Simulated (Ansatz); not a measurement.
Task: a rigid torsion scan of CH₆FNSi₂, SMILES F[SiH]1NC1[SiH3], with Ansatz's Python interface. Give the script and its output. Use (for the species named): Hartree-Fock, cc-pVDZ basis, multiplicity 1.

```yaml
atoms:
  - { symbol: F, position_ang: [-1.5213, -0.4891, 2.4549] }
  - { symbol: Si, position_ang: [-0.5009, 0.1726, 1.4416] }
  - { symbol: N, position_ang: [0.4217, -1.1258, 0.8956] }
  - { symbol: C, position_ang: [-0.3091, -0.6682, -0.1866] }
  - { symbol: Si, position_ang: [0.1890, 0.4969, -1.5172] }
  - { symbol: H, position_ang: [0.5125, 1.1031, 2.0220] }
  - { symbol: H, position_ang: [1.4467, -0.8088, 0.8404] }
  - { symbol: H, position_ang: [-1.1965, -1.2777, -0.4415] }
  - { symbol: H, position_ang: [-0.8355, 1.5722, -1.6640] }
  - { symbol: H, position_ang: [1.4520, 1.1696, -1.0633] }
  - { symbol: H, position_ang: [0.4068, -0.2018, -2.7613] }
```

Script `ch6fnsi2_torsion.py`:
```python
# -*- coding: utf-8 -*-
'''Rigid torsion scan of CH6FNSi2.'''

import warnings

import ansatz as az
from ase import Atoms

warnings.simplefilter('ignore', az.DeckWarning)

atoms = Atoms(['F', 'Si', 'N', 'C', 'Si', 'H', 'H', 'H', 'H', 'H', 'H'], positions=[
    [-1.5213, -0.4891, 2.4549],
    [-0.5009, 0.1726, 1.4416],
    [0.4217, -1.1258, 0.8956],
    [-0.3091, -0.6682, -0.1866],
    [0.189, 0.4969, -1.5172],
    [0.5125, 1.1031, 2.022],
    [1.4467, -0.8088, 0.8404],
    [-1.1965, -1.2777, -0.4415],
    [-0.8355, 1.5722, -1.664],
    [1.452, 1.1696, -1.0633],
    [0.4068, -0.2018, -2.7613],
])

# start the scan from a relaxed geometry
first = (
    az.Crystal.molecule_from_ase(atoms).calculation()
    .basis(gaussian='cc-pVDZ')  # the orbital basis, by name
    .functional('HF')
    .relax(force_tolerance=0.02, max_steps=80)
)
atoms.positions = first.run().report['positions_ang']

start = atoms.get_dihedral(1, 3, 4, 8)
energies = {}
for turn in range(0, 121, 20):
    turned = atoms.copy()
    turned.set_dihedral(1, 3, 4, 8, start + turn, indices=[4, 8, 9, 10])
    base = (
        az.Crystal.molecule_from_ase(turned).calculation()
        .basis(gaussian='cc-pVDZ')  # the orbital basis, by name
        .functional('HF')
    )
    energies[round((start + turn) % 360)] = base.run().report['free_energy_ev']
floor = min(energies.values())
print('dihedral Si1-C3-Si4-H8 (deg)   E - E(min) (kJ/mol)')
for angle, e in sorted(energies.items()):
    print(f'{angle:8d} {96.485332 * (e - floor):14.3f}  ' + '#' * int(30 * (e - floor) / max(max(energies.values()) - floor, 1e-9)))
```

```console
$ python ch6fnsi2_torsion.py
dihedral Si1-C3-Si4-H8 (deg)   E - E(min) (kJ/mol)
      17          0.403  #
     257          0.000
     277          2.104  #######
     297          6.367  ######################
     317          8.609  ##############################
     337          6.527  ######################
     357          2.385  ########
```

The scan is rigid and the energies are electronic, in a modest basis. With rigid groups the curve can differ much from the relaxed path, the start wasn't checked as a minimum of this torsion, and equivalent turns needn't return to the same energy. Wall time of the script: 64 s on 1 thread of Arm Neoverse V1, on a shared host, peak memory 0.31 GiB.
